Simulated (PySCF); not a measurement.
# C5H9BrO2 (5-bromovaleric acid): the cost of one run

Computed with PySCF 2.14.0 and routines of our own; the level stands in each step. Atoms count from 0.

## 1. The starting structure

17 atoms, charge 0, multiplicity 1; geometry from: GFN2-xTB.

## 2. Magnetic properties: GIAO BHandHLYP/pcSseg-1

What the job is given:

```
{"job": {"kind": "mag", "xc": "BHandHLYP", "basis": "pcSseg-1", "isotopologues": 2}, "charge": 0, "multiplicity": 1}
O      1.666563     1.122655     1.204471
C      2.023271     0.433544     0.288746
O      3.178297     0.633929    -0.358127
C      1.280536    -0.755598    -0.270803
C     -0.154231    -0.838544     0.242775
C     -1.027969     0.266541    -0.350291
C     -2.444250     0.171299     0.184397
Br    -3.595253     1.517190    -0.638852
H      3.656737     1.387197     0.023173
H      1.312537    -0.699440    -1.360055
H      1.841154    -1.645395     0.025791
H     -0.572208    -1.814139    -0.014609
H     -0.144322    -0.745237     1.330442
H     -1.042588     0.179926    -1.439933
H     -0.604764     1.239240    -0.091754
H     -2.482145     0.351998     1.257670
H     -2.898361    -0.793138    -0.042951
```

Level: GIAO BHandHLYP/pcSseg-1 magnetisability, rotational g tensor and spin-rotation constants, non-relativistic, gas phase.

Started as:

```console
> OMP_NUM_THREADS=1 python excited_run.py task.json out
```

One launch serves the whole session: the jobs run in the order shown.

**Question.** How long does this first job take on 1 thread of Intel Xeon 6975P-C, shared host, and how much memory does it need?

About 40 s, with a peak of 1 GiB.
